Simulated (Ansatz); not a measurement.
**ClH5N2Si2: up Jacob's ladder to CCSD(T)**

The task here is to estimate one member of a computed series from the others.

Program: Ansatz 0.2.0, Gaussian basis. Level of theory: functionals in def2-TZVPP, the program's frozen cores in correlated methods. These are calculated values, not measurements.

The runs, in order: LDA (SPW92), PBE-D4, revPBE-D4, BLYP-D4, r2SCAN-D4, B97M-V, PBE0-D4, B3LYP-D4, r2SCANh-D4, r2SCAN0-D4, HSE06-D4, BHLYP-D4, CAM-B3LYP-D4, LC-ωPBE, ωB97X-V, ωB97M-V, B2PLYP, PBE-QIDH; CCSD(T)/def2-SVP; CCSD(T)/def2-TZVPP; MP2/def2-QZVPP; extrapolation to the limit; RPA on PBE.

### The relaxed structure

The geometry comes from an earlier relaxation with PBE0-D4 in a triple-zeta def2 set; it is a stationary point, not always the lowest conformer.

10 atoms, charge 0, spin multiplicity 1.

Atoms are counted from 1 here; the program's logs count them from 0.

Bond lengths: N1–Si2 1.738 Å, N1–H6 1.011 Å, N1–H7 1.008 Å, Si2–Cl3 2.181 Å, Si2–N4 1.846 Å, N4–Si5 1.643 Å, N4–H8 1.016 Å, Si5–H9 1.464 Å, Si5–H10 1.479 Å. Angles: Si2–N1–H6 121.3°, Si2–N1–H7 116.5°, H6–N1–H7 110.5°, N1–Si2–Cl3 105.7°, N1–Si2–N4 96.5°, Cl3–Si2–N4 91.4°, Si2–N4–Si5 132.4°, Si2–N4–H8 111.1°, Si5–N4–H8 116.3°, N4–Si5–H9 123.1°, N4–Si5–H10 117.2°, H9–Si5–H10 117.2°.

Set-up of the first run:

File in.yaml:

```yaml
crystal:
  periodic: [false, false, false]
  atoms:
    - {symbol: N, position_ang: [-0.559765, -1.176516, -1.689487]}
    - {symbol: Si, position_ang: [0.881773, -0.713106, -0.835955]}
    - {symbol: Cl, position_ang: [1.188868, 1.396562, -1.296743]}
    - {symbol: N, position_ang: [0.053545, -0.290308, 0.758827]}
    - {symbol: Si, position_ang: [0.134062, 1.029894, 1.733531]}
    - {symbol: H, position_ang: [-1.311768, -0.518643, -1.846585]}
    - {symbol: H, position_ang: [-0.433541, -1.767227, -2.496684]}
    - {symbol: H, position_ang: [-0.495682, -1.072226, 1.104069]}
    - {symbol: H, position_ang: [1.003787, 2.175496, 1.458175]}
    - {symbol: H, position_ang: [-0.378282, 0.884973, 3.113653]}
basis:
  gaussian: {orbitals: def2-TZVPP}
hamiltonian: {xc: lda}
output: {orbitals: {seedname: orbitals}}
```

The run is started by

```
> ansatz run in.yaml --threads 4 --pin off --events-out ev --progress --plain --max-ram 10444MiB
```

Among the steps run: LDA; PBE-D4 (GGA); revPBE-D4 (GGA); BLYP-D4 (GGA); r2SCAN-D4 (meta-GGA); B97M-V (meta-GGA); B3LYP-D4 (hybrid); r2SCANh-D4 (hybrid); r2SCAN0-D4 (hybrid); HSE06-D4 (hybrid); BHLYP-D4 (hybrid); CAM-B3LYP-D4 (range-separated); LC-ωPBE (range-separated); ωB97X-V (range-separated); ωB97M-V (range-separated); B2PLYP (double hybrid); PBE-QIDH (double hybrid).

One table of the session follows, with a row left open; its other results are not shown here.

It belongs to the step «Frontier levels by functional». 

```
  functional  HOMO (eV)  LUMO (eV)  gap (eV)
 LDA (SPW92)      -4.76      -3.61      1.15
      PBE-D4      -4.62      -3.46      1.17
   revPBE-D4      -4.57      -3.39      1.17
     BLYP-D4      -4.48      -3.32      1.16
   r2SCAN-D4      -4.72      -3.44      1.28
      B97M-V      -4.75      -3.47      1.28
     PBE0-D4          ?          ?         ?
    B3LYP-D4      -5.19      -3.04      2.15
  r2SCANh-D4      -4.98      -3.22      1.76
  r2SCAN0-D4      -5.37      -2.88      2.49
    HSE06-D4      -4.95      -3.24      1.70
    BHLYP-D4      -5.91      -2.18      3.72
CAM-B3LYP-D4      -6.28      -2.02      4.26
     LC-ωPBE      -7.30      -1.10      6.20
     ωB97X-V      -7.07      -1.13      5.94
     ωB97M-V      -6.99      -1.21      5.78
```

**Question.** Estimate the row for PBE0-D4.

As computed: HOMO (eV): -5.31; LUMO (eV): -2.89; gap (eV): 2.41. In the column «HOMO (eV)» it lies between r2SCAN0-D4 (-5.37) and B3LYP-D4 (-5.19).
